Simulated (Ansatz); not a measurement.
# BHCl₂ + H₂O: a complex and its separated parts

The complex below is one end of an elementary step. How strongly is it bound against its free parts?

Program: Ansatz 0.2.0, Gaussian basis. Level of theory: PBE0-D4/def2-TZVP structures, single points in def2-TZVPP, no counterpoise correction. These are calculated values, not measurements.

Levels: SPW92, PBE-D4, BLYP-D4, r2SCAN-D4, B97M-V, PBE0-D4, B3LYP-D4, r2SCAN0-D4, BHLYP-D4, CAM-B3LYP-D4, wB97X-V, wB97M-V, B2PLYP, PBE-QIDH, RPA on PBE, Hartree-Fock, MP2, CCSD, CCSD(T).

Cores are frozen in the correlated methods. B3LYP uses VWN-RPA correlation. B2PLYP carries no dispersion term here.

94 further runs of the same task are left out: 94 set aside as unsound or not needed.

**1. The system as given**

The complex: 7 atoms, charge 0, spin multiplicity 1.

Atoms are counted from 1 here; the program's logs count them from 0.

Bond lengths: B1–H2 1.189 Å, B1–Cl3 1.824 Å, B1–Cl4 1.823 Å, B1–O6 1.651 Å, H5–O6 0.971 Å, O6–H7 0.971 Å. Angles: H2–B1–Cl3 114.4°, H2–B1–Cl4 114.4°, H2–B1–O6 105.8°, Cl3–B1–Cl4 115.1°, Cl3–B1–O6 102.6°, Cl4–B1–O6 102.6°, B1–O6–H5 106.3°, B1–O6–H7 106.2°, H5–O6–H7 108.3°.

As a file:

```tsv
atom	x (Å)	y (Å)	z (Å)
B1	-0.47339	-0.44934	-0.14405
H2	-0.67103	-1.47277	0.42844
Cl3	0.15289	-0.64697	-1.84524
Cl4	-1.79448	0.79186	0.05408
H5	1.48958	0.38934	-0.04430
O6	0.80295	0.25795	0.62904
H7	0.49349	1.13004	0.92203
```

Its parts: BHCl₂ holds atoms 1, 2, 3, 4; H₂O holds atoms 5, 6, 7. Each part counts its atoms afresh in its own runs.

**2. Relaxing BHCl₂ alone**

relax-a/in.yaml

```yaml
crystal:
  periodic: [false, false, false]
  atoms:
    - {symbol: B, position_ang: [-0.473393, -0.449344, -0.144050]}
    - {symbol: H, position_ang: [-0.671033, -1.472773, 0.428440]}
    - {symbol: Cl, position_ang: [0.152889, -0.646968, -1.845239]}
    - {symbol: Cl, position_ang: [-1.794483, 0.791858, 0.054078]}
basis:
  gaussian: {orbitals: def2-TZVP}
hamiltonian: {xc: pbe0, dispersion: d4}
relax: {f_tol: 0.005, max_steps: 200}
```

Launch:

```sh
ansatz run in.yaml --threads 2 --pin off --events-out ev --progress --plain --max-ram 4352MiB
```

The runs that follow: Relaxing H₂O alone; SPW92/def2-TZVPP; PBE-D4/def2-TZVPP; BLYP-D4/def2-TZVPP; r2SCAN-D4/def2-TZVPP; B97M-V/def2-TZVPP; PBE0-D4/def2-TZVPP; B3LYP-D4/def2-TZVPP; r2SCAN0-D4/def2-TZVPP; BHLYP-D4/def2-TZVPP; CAM-B3LYP-D4/def2-TZVPP; wB97X-V/def2-TZVPP; wB97M-V/def2-TZVPP; B2PLYP/def2-TZVPP; PBE-QIDH/def2-TZVPP; RPA on PBE/def2-TZVPP; CCSD(T)/def2-TZVPP; Vibrations of BHCl₂; Vibrations of H₂O.

What does the calculation give? Wanted: complex less parts, CCSD(T)/def2-TZVPP; with zero-point energy; largest T1 diagnostic.

As calculated:

| quantity | value |
| --- | --- |
| complex less parts, CCSD(T)/def2-TZVPP | -42.5 kJ/mol |
| with zero-point energy | -28.3 kJ/mol |
| largest T1 diagnostic | 0.012 |

**Reading.** At CCSD(T) the complex lies 42.5 kJ/mol below its parts. The functionals run from BHLYP-D4, off by -0.8 kJ/mol, to SPW92, off by -46.0 kJ/mol, against CCSD(T). Mean unsigned error by rung: LDA 46.0, GGA 7.5, meta-GGA 4.8, hybrid 6.1, range-separated hybrid 7.1, double hybrid 7.7 kJ/mol. PBE-D4 gives a relative energy 7.0 kJ/mol too low, outside chemical accuracy (1 kcal/mol, 4.2 kJ/mol). No counterpoise was applied, and triple zeta lacks some correlation, so the CCSD(T) reference has a basis error of its own, and close matches with it are partly luck.
